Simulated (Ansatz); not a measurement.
**BH₇SeSi₂: geometry optimisation**

Aim: relax BH₇SeSi₂ at this level.

Program: Ansatz 0.2.0. Level of theory: RKS SPW92 (LDA)/def2-SVP. These are calculated values, not measurements.

**1. Starting geometry**

SMILES `B[SiH2][Se][SiH3]`, 11 atoms, charge 0, spin multiplicity 1.

Atoms are counted from 1 here; the program's logs count them from 0.

Bond lengths: B1–Si2 2.017 Å, B1–H5 1.218 Å, B1–H6 1.214 Å, Si2–Se3 2.319 Å, Si2–H7 1.509 Å, Si2–H8 1.514 Å, Se3–Si4 2.299 Å, Si4–H9 1.505 Å, Si4–H10 1.507 Å, Si4–H11 1.502 Å. Angles: Si2–B1–H5 118.3°, Si2–B1–H6 123.3°, H5–B1–H6 118.4°, B1–Si2–Se3 114.7°, B1–Si2–H7 110.9°, B1–Si2–H8 108.7°, Se3–Si2–H7 105.1°, Se3–Si2–H8 110.1°, H7–Si2–H8 107.2°, Si2–Se3–Si4 93.3°, Se3–Si4–H9 111.5°, Se3–Si4–H10 110.4°, Se3–Si4–H11 107.2°, H9–Si4–H10 108.2°, H9–Si4–H11 109.7°, H10–Si4–H11 109.9°.

As a file:

```xyz
11
charge 0, multiplicity 1
B    -1.0403    1.6619   -0.6365
Si    0.8723    1.0570   -0.4298
Se    1.3062   -0.1423    1.5072
Si   -0.0041   -1.9168    0.8592
H    -1.3016    2.4585   -1.5203
H    -1.9425    1.2738    0.0779
H     1.8074    2.2406   -0.3765
H     1.2566    0.2388   -1.6445
H     0.6150   -2.6702   -0.2876
H    -1.3638   -1.4332    0.4244
H    -0.1398   -2.8253    2.0471
```

**2. Relaxation**

input.yaml

```yaml
crystal:
  periodic: [false, false, false]
  atoms:
    - { symbol: B, position_ang: [-1.040283, 1.661878, -0.636537] }
    - { symbol: Si, position_ang: [0.872339, 1.057021, -0.429754] }
    - { symbol: Se, position_ang: [1.30618, -0.142301, 1.507156] }
    - { symbol: Si, position_ang: [-0.00414, -1.916752, 0.859161] }
    - { symbol: H, position_ang: [-1.301609, 2.458543, -1.520281] }
    - { symbol: H, position_ang: [-1.942482, 1.273827, 0.077882] }
    - { symbol: H, position_ang: [1.807418, 2.240646, -0.376485] }
    - { symbol: H, position_ang: [1.25658, 0.238756, -1.644452] }
    - { symbol: H, position_ang: [0.615033, -2.670203, -0.287571] }
    - { symbol: H, position_ang: [-1.363834, -1.433175, 0.424413] }
    - { symbol: H, position_ang: [-0.139801, -2.82534, 2.047067] }
basis:
  gaussian: { orbitals: def2-SVP }
hamiltonian:
  xc: lda
output:
  forces: true
relax:
  f_tol: 0.003
  max_steps: 120
```

Command:

```
> ansatz run input.yaml --threads 1 --pin off --max-ram 2560MiB --backend cpu --events-out ev --progress --plain --runs-dir out
```

What does the calculation give? Wanted: energy gained; root mean square move; dipole moment.

**Answer**, as computed:

```
             quantity      value
        energy gained  1.1769 eV
root mean square move    1.049 Å
        dipole moment     0.69 D
```

In words: Bond lengths: B1–Si2 2.062 Å, B1–Si4 2.062 Å, B1–H5 1.234 Å, B1–H6 1.218 Å, B1–H10 1.234 Å, Si2–Se3 2.292 Å, Si2–H7 1.501 Å, Si2–H8 1.504 Å, Se3–Si4 2.292 Å, Si4–H9 1.504 Å, Si4–H11 1.501 Å. Angles: Si2–B1–Si4 74.6°, Si2–B1–H5 75.9°, Si2–B1–H6 108.2°, Si2–B1–H10 133.1°, Si4–B1–H5 133.1°, Si4–B1–H6 108.3°, Si4–B1–H10 75.6°, H5–B1–H6 115.1°, H5–B1–H10 100.2°, H6–B1–H10 115.1°, B1–Si2–Se3 107.6°, B1–Si2–H7 102.2°, B1–Si2–H8 112.2°, Se3–Si2–H7 112.8°, Se3–Si2–H8 110.5° and more. No frequencies were computed here.
